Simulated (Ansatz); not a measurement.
# BiAs: equation of state

Aim: scale the cell of BiAs up and down at fixed shape and fractional positions, and get the equilibrium volume and bulk modulus with LAPW, PAW and all-electron datasets made for the crystal.

Method: DFT PBE, scalar-relativistic, in Ansatz 0.2.0.

1 further run of the same task is left out (set aside as unsound or not needed).

**1. The structure to begin with**

The structure is cubic, space group Fm-3m (No. 225). The conventional cell has a = 6.033 Å, b = 6.033 Å, c = 6.033 Å, α = 90.00°, β = 90.00°, γ = 90.00°. As (site symmetry m-3m) is surrounded by 6 Bi at 3.02 Å. Bi (site symmetry m-3m) has 6 As at 3.02 Å as nearest neighbours.

Coordinates:

```
CELL_PARAMETERS angstrom
0.00000 3.01651 3.01651
3.01651 0.00000 3.01651
3.01651 3.01651 0.00000
ATOMIC_POSITIONS crystal
As 0.00000 0.00000 0.00000
Bi 0.50000 0.50000 0.50000
```

The cell was relaxed by PAW from a hypothetical start (rocksalt type); it needn't be the stable phase of this composition.

Atoms are numbered in the order of the input: As1, Bi2.

**2. Volume × 0.9405, LAPW**

Contents of input.yaml:

```yaml
crystal:
  lattice:
    - [0.0, 2.9554593537, 2.9554593537]
    - [2.9554593537, 0.0, 2.9554593537]
    - [2.9554593537, 2.9554593537, 0.0]
  atoms:
    - { symbol: As, position: [0.0, 0.0, 0.0] }
    - { symbol: Bi, position: [0.5, 0.5, 0.5] }
kpoints:
  mp_grid: { grid: [11, 11, 11] }
scf:
  occupations: { method: fermi_dirac, width: 0.03 }
hamiltonian:
  xc: pbe
  pseudopotentials: { kind: all_electron, lapw: { basis_error: 0.00025 } }
output:
  forces: true
  stress: true
  eigenvalues: true
```

**3. Volume × 0.9405, PAW**

Changes to input.yaml since step 2:

```diff
@@ -14,3 +14,3 @@
   xc: pbe
-  pseudopotentials: { kind: all_electron, lapw: { basis_error: 0.00025 } }
+  pseudopotentials: { kind: paw }
 output:
@@ -19 +19,2 @@
   eigenvalues: true
+  efg: { contact_densities: true }
```

**4. Volume × 0.9405, crystal datasets**

Changes to input.yaml since step 3:

```diff
@@ -14,3 +14,3 @@
   xc: pbe
-  pseudopotentials: { kind: paw }
+  pseudopotentials: { kind: all_electron, datasets: crystal }
 output:
```

**5. Volume × 0.98, LAPW**

Contents of input.yaml:

```yaml
crystal:
  lattice:
    - [0.0, 2.9962686446, 2.9962686446]
    - [2.9962686446, 0.0, 2.9962686446]
    - [2.9962686446, 2.9962686446, 0.0]
  atoms:
    - { symbol: As, position: [0.0, 0.0, 0.0] }
    - { symbol: Bi, position: [0.5, 0.5, 0.5] }
kpoints:
  mp_grid: { grid: [11, 11, 11] }
scf:
  occupations: { method: fermi_dirac, width: 0.03 }
hamiltonian:
  xc: pbe
  pseudopotentials: { kind: all_electron, lapw: { basis_error: 0.00025 } }
output:
  forces: true
  stress: true
  eigenvalues: true
```

**6. Volume × 0.98, PAW**

Changes to input.yaml since step 5:

```diff
@@ -14,3 +14,3 @@
   xc: pbe
-  pseudopotentials: { kind: all_electron, lapw: { basis_error: 0.00025 } }
+  pseudopotentials: { kind: paw }
 output:
@@ -19 +19,2 @@
   eigenvalues: true
+  efg: { contact_densities: true }
```

**7. Volume × 1.02, LAPW**

Contents of input.yaml:

```yaml
crystal:
  lattice:
    - [0.0, 3.0364918153, 3.0364918153]
    - [3.0364918153, 0.0, 3.0364918153]
    - [3.0364918153, 3.0364918153, 0.0]
  atoms:
    - { symbol: As, position: [0.0, 0.0, 0.0] }
    - { symbol: Bi, position: [0.5, 0.5, 0.5] }
kpoints:
  mp_grid: { grid: [11, 11, 11] }
scf:
  occupations: { method: fermi_dirac, width: 0.03 }
hamiltonian:
  xc: pbe
  pseudopotentials: { kind: all_electron, lapw: { basis_error: 0.00025 } }
output:
  forces: true
  stress: true
  eigenvalues: true
```

**8. Volume × 1.02, PAW**

Changes to input.yaml since step 7:

```diff
@@ -14,3 +14,3 @@
   xc: pbe
-  pseudopotentials: { kind: all_electron, lapw: { basis_error: 0.00025 } }
+  pseudopotentials: { kind: paw }
 output:
@@ -19 +19,2 @@
   eigenvalues: true
+  efg: { contact_densities: true }
```

**9. Volume × 1.06, LAPW**

Contents of input.yaml:

```yaml
crystal:
  lattice:
    - [0.0, 3.0756766768, 3.0756766768]
    - [3.0756766768, 0.0, 3.0756766768]
    - [3.0756766768, 3.0756766768, 0.0]
  atoms:
    - { symbol: As, position: [0.0, 0.0, 0.0] }
    - { symbol: Bi, position: [0.5, 0.5, 0.5] }
kpoints:
  mp_grid: { grid: [11, 11, 11] }
scf:
  occupations: { method: fermi_dirac, width: 0.03 }
hamiltonian:
  xc: pbe
  pseudopotentials: { kind: all_electron, lapw: { basis_error: 0.00025 } }
output:
  forces: true
  stress: true
  eigenvalues: true
```

**10. Volume × 1.06, PAW**

Changes to input.yaml since step 9:

```diff
@@ -14,3 +14,3 @@
   xc: pbe
-  pseudopotentials: { kind: all_electron, lapw: { basis_error: 0.00025 } }
+  pseudopotentials: { kind: paw }
 output:
@@ -19 +19,2 @@
   eigenvalues: true
+  efg: { contact_densities: true }
```

**11. Volume × 1.06, crystal datasets**

Changes to input.yaml since step 10:

```diff
@@ -14,3 +14,3 @@
   xc: pbe
-  pseudopotentials: { kind: paw }
+  pseudopotentials: { kind: all_electron, datasets: crystal }
 output:
```

(Steps that only read results are left out.)

Before running it: what results should come out? Wanted: equilibrium volume; bulk modulus (for each run or level that gives them).

As calculated:

| quantity | value |
| --- | --- |
| equilibrium volume (LAPW) | 27.456 Å³/atom |
| bulk modulus (LAPW) | 63 GPa |
| its pressure derivative (LAPW) | 4.5 |
| equilibrium volume (PAW) | 27.449 Å³/atom |
| bulk modulus (PAW) | 63 GPa |
| its pressure derivative (PAW) | 4.5 |

What this shows: By LAPW, the pressure vanishes at 27.46 Å³/atom (less than 0.1 % from the starting cell) and the bulk modulus there is 63 GPa (Birch-Murnaghan, third order). PAW's volume lies -0.02 % and its modulus less than 0.1 % from LAPW's. The gap goes from 0.09 eV at the smallest volume to 0.12 eV at the largest. No thermal or zero-point expansion is included. Spin-orbit coupling is left out, though the cell holds Bi; in elements this heavy it can shift bands and gaps by tenths of an eV.
